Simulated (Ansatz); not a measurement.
# In26SbAs27: the cost of one run

Program: Ansatz 0.2.0. Level of theory: DFT, PBE, plane-wave PAW, default files, scalar-relativistic. These are calculated values, not measurements.

The COD entry's cell or inner coordinates are ideal or old and differ from later refinements, so a difference from it is no clean test against experiment.

## (1) The starting structure

Symmetry: F-43m, No. 216, cubic system. Conventional cell: a = 18.108 Å, b = 18.108 Å, c = 18.108 Å, α = 90.00°, β = 90.00°, γ = 90.00°. Sb (site symmetry -43m) has 4 As at 2.61 Å as nearest neighbours. Around In (site symmetry m) lie 4 As at 2.61 Å. Around In (site symmetry 3m) lie 4 As at 2.61 Å. In (site symmetry 2mm) is surrounded by 4 As at 2.61 Å. As (site symmetry 3m) is surrounded by 1 Sb at 2.61 Å and 3 In at 2.61 Å. As (site symmetry 2mm) has 4 In at 2.61 Å as nearest neighbours. As (site symmetry m) is surrounded by 4 In at 2.61 Å. Only part of the 10 independent sites is listed.

As a file:

```cif
data_structure
_symmetry_space_group_name_H-M 'F-43m'
_symmetry_Int_Tables_number 216
_cell_length_a 18.1080
_cell_length_b 18.1080
_cell_length_c 18.1080
_cell_angle_alpha 90.000
_cell_angle_beta 90.000
_cell_angle_gamma 90.000
_cell_volume 5937.61
loop_
_atom_site_label
_atom_site_type_symbol
_atom_site_symmetry_multiplicity
_atom_site_Wyckoff_symbol
_atom_site_fract_x
_atom_site_fract_y
_atom_site_fract_z
_atom_site_occupancy
Sb1 Sb 4 a 0.00000 0.00000 0.00000 1
In1 In 48 h 0.16667 0.00000 0.16667 1
In2 In 16 e 0.83333 0.33333 0.16667 1
In3 In 16 e 0.16667 0.16667 0.33333 1
In4 In 24 f 0.50000 0.16667 0.00000 1
As1 As 16 e 0.08333 0.41667 0.58333 1
As2 As 24 g 0.25000 0.41667 0.75000 1
As3 As 48 h 0.58333 0.25000 0.91667 1
As4 As 16 e 0.41667 0.08333 0.91667 1
As5 As 4 c 0.25000 0.25000 0.25000 1
```

Atom 1 of the input is the impurity.

## (2) First run, atoms as given

input.yaml

```yaml
crystal:
  lattice:
    - [0.0, 9.054, 9.054]
    - [9.054, 0.0, 9.054]
    - [9.054, 9.054, 0.0]
  atoms:
    - { symbol: Sb, position: [0.0, 0.0, 0.0] }
    - { symbol: In, position: [0.0, 0.0, 0.3333333333] }
    - { symbol: In, position: [0.0, 0.0, 0.6666666667] }
    - { symbol: In, position: [0.0, 0.3333333333, 0.0] }
    - { symbol: In, position: [0.0, 0.3333333333, 0.3333333333] }
    - { symbol: In, position: [0.0, 0.3333333333, 0.6666666667] }
    - { symbol: In, position: [0.0, 0.6666666667, 0.0] }
    - { symbol: In, position: [0.0, 0.6666666667, 0.3333333333] }
    - { symbol: In, position: [0.0, 0.6666666667, 0.6666666667] }
    - { symbol: In, position: [0.3333333333, 0.0, 0.0] }
    - { symbol: In, position: [0.3333333333, 0.0, 0.3333333333] }
    - { symbol: In, position: [0.3333333333, 0.0, 0.6666666667] }
    - { symbol: In, position: [0.3333333333, 0.3333333333, 0.0] }
    - { symbol: In, position: [0.3333333333, 0.3333333333, 0.3333333333] }
    - { symbol: In, position: [0.3333333333, 0.3333333333, 0.6666666667] }
    - { symbol: In, position: [0.3333333333, 0.6666666667, 0.0] }
    - { symbol: In, position: [0.3333333333, 0.6666666667, 0.3333333333] }
    - { symbol: In, position: [0.3333333333, 0.6666666667, 0.6666666667] }
    - { symbol: In, position: [0.6666666667, 0.0, 0.0] }
    - { symbol: In, position: [0.6666666667, 0.0, 0.3333333333] }
    - { symbol: In, position: [0.6666666667, 0.0, 0.6666666667] }
    - { symbol: In, position: [0.6666666667, 0.3333333333, 0.0] }
    - { symbol: In, position: [0.6666666667, 0.3333333333, 0.3333333333] }
    - { symbol: In, position: [0.6666666667, 0.3333333333, 0.6666666667] }
    - { symbol: In, position: [0.6666666667, 0.6666666667, 0.0] }
    - { symbol: In, position: [0.6666666667, 0.6666666667, 0.3333333333] }
    - { symbol: In, position: [0.6666666667, 0.6666666667, 0.6666666667] }
    - { symbol: As, position: [0.0833333333, 0.0833333333, 0.0833333333] }
    - { symbol: As, position: [0.0833333333, 0.0833333333, 0.4166666667] }
    - { symbol: As, position: [0.0833333333, 0.0833333333, 0.75] }
    - { symbol: As, position: [0.0833333333, 0.4166666667, 0.0833333333] }
    - { symbol: As, position: [0.0833333333, 0.4166666667, 0.4166666667] }
    - { symbol: As, position: [0.0833333333, 0.4166666667, 0.75] }
    - { symbol: As, position: [0.0833333333, 0.75, 0.0833333333] }
    - { symbol: As, position: [0.0833333333, 0.75, 0.4166666667] }
    - { symbol: As, position: [0.0833333333, 0.75, 0.75] }
    - { symbol: As, position: [0.4166666667, 0.0833333333, 0.0833333333] }
    - { symbol: As, position: [0.4166666667, 0.0833333333, 0.4166666667] }
    - { symbol: As, position: [0.4166666667, 0.0833333333, 0.75] }
    - { symbol: As, position: [0.4166666667, 0.4166666667, 0.0833333333] }
    - { symbol: As, position: [0.4166666667, 0.4166666667, 0.4166666667] }
    - { symbol: As, position: [0.4166666667, 0.4166666667, 0.75] }
    - { symbol: As, position: [0.4166666667, 0.75, 0.0833333333] }
    - { symbol: As, position: [0.4166666667, 0.75, 0.4166666667] }
    - { symbol: As, position: [0.4166666667, 0.75, 0.75] }
    - { symbol: As, position: [0.75, 0.0833333333, 0.0833333333] }
    - { symbol: As, position: [0.75, 0.0833333333, 0.4166666667] }
    - { symbol: As, position: [0.75, 0.0833333333, 0.75] }
    - { symbol: As, position: [0.75, 0.4166666667, 0.0833333333] }
    - { symbol: As, position: [0.75, 0.4166666667, 0.4166666667] }
    - { symbol: As, position: [0.75, 0.4166666667, 0.75] }
    - { symbol: As, position: [0.75, 0.75, 0.0833333333] }
    - { symbol: As, position: [0.75, 0.75, 0.4166666667] }
    - { symbol: As, position: [0.75, 0.75, 0.75] }
kpoints:
  mp_grid: { grid: [2, 2, 2] }
scf:
  occupations: { method: fermi_dirac, width: 0.01 }
hamiltonian:
  xc: pbe
  pseudopotentials: { kind: paw }
output:
  forces: true
  stress: true
  populations: true
  efg:
    quadrupole_moments_barn: { Sb: -0.543, In: 0.772, As: 0.311 }
    contact_densities: true
```

The run is started by

```sh
ansatz run input.yaml --threads 4 --pin off --max-ram 8192MiB --backend cpu --events-out ev --progress --plain --runs-dir out
```

What time and memory should one allow on 4 threads of Arm Neoverse V1, shared host?

About 2.1 min, with a peak of 6.4 GiB.
